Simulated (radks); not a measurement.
# Ir³⁷⁺ in [Ar] 3d10 4s2 4p4 4d6: an all-electron calculation

Aim: the levels, the sizes of the orbitals and the parts of the energy of the iridium ion Ir37+.

The numbers are computed with radks (a radial shooting solver on a logarithmic mesh, Libxc functionals) version 1 (scalar-relativistic Kohn-Sham, PBE, spin-polarised, spherical densities, finite nucleus; open shells are filled with parallel spins first), except any that are marked as measured or tabulated.

### 1 The system

* element: iridium (Z = 77)
* charge: +37
* electrons: 40
* configuration: [Ar] 3d10 4s2 4p4 4d6
* nuclear rms radius: 5.4032 fm

The outer shells:

Ir³⁷⁺
```
[Ar] core
3d [↑↓][↑↓][↑↓][↑↓][↑↓]
4s [↑↓]
4p [↑↓][↑ ][↑ ]
4d [↑↓][↑ ][↑ ][↑ ][↑ ]
```

### 2 The calculation

The run's settings:

```text
Z 77
configuration [Ar] 3d10 4s2 4p4 4d6 5s0 5p0
relativity scalar-relativistic
functional pbe,pbe
spin polarised
nucleus finite rms 5.4032 fm
c 137.035999084
```

Started as:

```console
> python run_ks.py task.json out
```

The same process makes all the runs of this session.

What does the calculation give?

**Answer**, as computed:

```
                        quantity                      value
                    total energy        -17001.4943 hartree
exchange-correlation share of it                     1.66 %
                            −T/E                     1.1165
          highest occupied level        4d down, -1634.6 eV
    most extended occupied level  4d down, <r> = 0.402 bohr
 radius at density 0.001 e/bohr³                  1.07 bohr
    maxima of the radial density                          4
```

The radial density shows 4 maxima for 4 occupied principal shells. Relativity lifts −T/E to 1.117. This is not the tabulated ground configuration, so its levels and sizes aren't those of the ground state, and no measured value stands beside it.
